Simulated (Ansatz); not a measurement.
# TiRh (Pm-3m): relaxations under a series of pressures from a Python script

A script is to give relaxations under a series of pressures; the system is TiRh (Pm-3m).

Program: Ansatz 0.2.0, driven from Python. Level of theory: DFT r2SCAN, plane waves, PAW. These are calculated values, not measurements.

## 1. Starting point

The structure is cubic, space group Pm-3m (No. 221). The conventional cell has a = 3.115 Å, b = 3.115 Å, c = 3.115 Å, α = 90.00°, β = 90.00°, γ = 90.00°. Ti (site symmetry m-3m) is surrounded by 8 Rh at 2.70 Å. Rh (site symmetry m-3m) has 8 Ti at 2.70 Å as nearest neighbours.

The script holds or builds the structure itself.

## 2. The script

compress_tirh.py

```python
import ansatz
import numpy as np

def edges_and_angles(cell):
    cell = np.asarray(cell)
    a, b, c = np.linalg.norm(cell, axis=1)
    cosines = cell[1] @ cell[2] / (b * c), cell[0] @ cell[2] / (a * c), cell[0] @ cell[1] / (a * b)
    return (a, b, c, *np.degrees(np.arccos(cosines)))


def main() -> None:
    vectors = np.array([
        [3.115202, 0.0, 0.0],
        [0.0, 3.115202, 0.0],
        [0.0, 0.0, 3.115202],
    ])
    xtal = (
        ansatz.Lattice.of(vectors)
        .atom('Ti', (0.5, 0.5, 0.5))
        .atom('Rh', (0.0, 0.0, 0.0))
    )

    setup = (
        xtal.calculation()
        .basis(500)
        .occupations(ansatz.OccupationsMethod.FERMI_DIRAC, width=300 * ansatz.meV)
        .accuracy('low')
        .kpoints(spacing=0.38)
        .scf(max_iterations=80)
        .mixing('msr1', ndim=6, beta=0.2)
        .functional('r2scan')
    )

    rows = []
    for pressure in [0, 10, 20, 30, 40]:
        result = setup.relax(cell=True, pressure=pressure, density_extrapolation='transplant').run()
        cell = result.lattice.cell_ang
        n_atoms = len(result.lattice.sites)
        volume = abs(np.linalg.det(cell)) / n_atoms
        enthalpy = result.report['free_energy_ev'] / n_atoms + pressure * volume / 160.21766
        rows.append((pressure, volume, enthalpy, *edges_and_angles(cell)))
        print(f'{pressure} GPa done: {volume:.4f} A^3/atom')

    print(' P (GPa)  V (A^3/atom)  H (eV/atom)     a       b       c')
    for row in rows:
        print('{:8.1f} {:12.4f} {:14.5f} {:7.4f} {:7.4f} {:7.4f}'.format(*row[:6]))
    p, v = np.array([row[0] for row in rows], float), np.array([row[1] for row in rows])
    print('mean bulk modulus between rows (GPa):', np.round(-np.diff(p) / np.diff(np.log(v)), 1))


if __name__ == '__main__':
    main()
```

## 3. The calls as engine input

The package turns the script's settings into the engine's input (first run):

```yaml
crystal:
  lattice:
    - [3.115202, 0.0, 0.0]
    - [0.0, 3.115202, 0.0]
    - [0.0, 0.0, 3.115202]
  atoms:
    - { symbol: Ti, position: [0.5, 0.5, 0.5] }
    - { symbol: Rh, position: [0.0, 0.0, 0.0] }
accuracy: low
basis:
  ecutwfc: 500.0
kpoints:
  mp_grid:
    kspacing: 0.38
hamiltonian:
  xc: r2scan
scf:
  max_iter: 80
  mixing:
    algorithm: msr1
    beta: 0.2
    ndim: 6
  occupations:
    method: fermi_dirac
    width: 0.3
relax:
  density_extrapolation: transplant
  cell:
    p_target: 0.0
```

## 4. Launch

Launch:

```console
$ python compress_tirh.py
```

Output:

```text
0 GPa done: 14.8890 A^3/atom
10 GPa done: 14.2176 A^3/atom
20 GPa done: 13.6796 A^3/atom
30 GPa done: 13.2268 A^3/atom
40 GPa done: 12.8393 A^3/atom
 P (GPa)  V (A^3/atom)  H (eV/atom)     a       b       c
     0.0      14.8890    -4460.76507  3.0996  3.0996  3.0996
    10.0      14.2176    -4459.85760  3.0522  3.0522  3.0522
    20.0      13.6796    -4458.98760  3.0132  3.0132  3.0132
    30.0      13.2268    -4458.14835  2.9796  2.9796  2.9796
    40.0      12.8393    -4457.33517  2.9502  2.9502  2.9502
mean bulk modulus between rows (GPa): [216.7 259.2 297.1 336.3]
```

Run time: 30 s. Hardware: 1 thread of Intel Xeon Platinum 8488C (Sapphire Rapids), shared host; peak memory 0.46 GiB.

## 5. The runs side by side

The 5 runs, in the order started:

| run | pressure asked (GPa) | energy from run 1 (meV/atom) | final volume (Å³/atom) | pressure (GPa) | SCF cycles in all | CPU time (s) |
| --- | --- | --- | --- | --- | --- | --- |
| 1 | 0 | 0.00 | 14.89 | -0.01 | 33 | 4.2 |
| 2 | 10 | 20.08 | 14.22 | 10.00 | 52 | 6.5 |
| 3 | 20 | 69.85 | 13.68 | 19.97 | 42 | 5.2 |
| 4 | 30 | 140.07 | 13.23 | 30.00 | 48 | 6.1 |
| 5 | 40 | 224.45 | 12.84 | 40.00 | 48 | 6.1 |

Energies are free energies F = E - TS of the smeared occupations. 

## 6. The relaxation of run 1, step by step

Step by step:

| step | E - E(step 1) (eV/cell) | largest force component (eV/Å) | pressure (GPa) | volume (Å³) |
| --- | --- | --- | --- | --- |
| 1 | 0.0000 | 0.0000 | -2.87 | 30.23 |
| 2 | -0.0009 | 0.0000 | 2.83 | 29.36 |
| 3 | -0.0043 | 0.0000 | -0.07 | 29.79 |
| 4 | -0.0043 | 0.0000 | 0.00 | 29.78 |
| 5 | -0.0041 | 0.0000 | -0.01 | 29.78 |

Step 1 is the start. Step 5 repeats the geometry before it on a plane-wave basis chosen anew for that cell, so its energy need not be comparable with the rows above.

«Before» is this run's own start.

|  | before | after | change |
| --- | --- | --- | --- |
| a (Å) | 3.115 | 3.100 | -0.5 % |
| b (Å) | 3.115 | 3.100 | -0.5 % |
| c (Å) | 3.115 | 3.100 | -0.5 % |
| volume (Å³/atom) | 15.12 | 14.89 | -1.5 % |
| shortest distance (Å) | 2.698 | 2.684 | -0.5 % |
| space group (0.01 Å) | Pm-3m | Pm-3m | same |

Forces and stress were held to the start's 48 operations: a distortion of lower symmetry was not tested.

## 7. How the relaxation of run 5 went

Relaxation path:

```csv
step,E - E(step 1) (eV/cell),largest force component (eV/Å),pressure (GPa),volume (Å³)
1,0.0000,0.0000,-2.87,30.23
2,0.3627,0.0000,35.44,26.02
3,0.4637,0.0000,41.17,25.60
4,0.4421,0.0000,39.98,25.68
5,0.4436,0.0000,39.93,25.68
6,0.4448,0.0000,40.00,25.68
7,0.4448,0.0000,40.00,25.68
```

Step 1 is the start. Steps 5, 7 each repeat the geometry before them on a plane-wave basis chosen anew, so the energy can jump there without any move.

«Before» is this run's own start.

|  | before | after | change |
| --- | --- | --- | --- |
| a (Å) | 3.115 | 2.950 | -5.3 % |
| b (Å) | 3.115 | 2.950 | -5.3 % |
| c (Å) | 3.115 | 2.950 | -5.3 % |
| volume (Å³/atom) | 15.12 | 12.84 | -15.1 % |
| shortest distance (Å) | 2.698 | 2.555 | -5.3 % |
| space group (0.01 Å) | Pm-3m | Pm-3m | same |

Forces and stress were held to the start's 48 operations: a distortion of lower symmetry was not tested.

Under a set pressure the enthalpy E + pV is minimised, so E itself may rise.

## 8. What came out

| quantity | value |
| --- | --- |
| bulk modulus between neighbouring pressures | 216.7 to 336.3 GPa |
| runs compared | 5 |
| range of energy | 224.45 meV/atom |

What this shows: The crystal stiffens as it is compressed. The volume falls from 14.89 Å³ an atom at 0 GPa to 12.84 at 40 GPa, by 13.8 %. Between 0 and 10 GPa, -V dP/dV is about 217 GPa, a mean over that step. In run 1, over 3 moves the cell shrank by 1.5 % in volume, and the space group stayed Pm-3m. In run 5, over 4 moves the cell shrank by 15.1 % in volume under the 40 GPa asked, and the space group stayed Pm-3m. What to keep in mind:
- At a fixed pressure a relaxation lowers the enthalpy F + PV, while F alone can rise.
- For a metal this k-point mesh is coarse: on a finer one energies can move by several to tens of meV an atom and pressures by half a GPa or more, differences at one mesh by less.
- A Fermi-Dirac width this large means warm electrons, whose thermal share enters the free energy.
- This cell is a computed structure, which may not be the phase found in nature.
- Symmetry holds the cell in this phase, so another phase that may be stable under pressure is not reached.
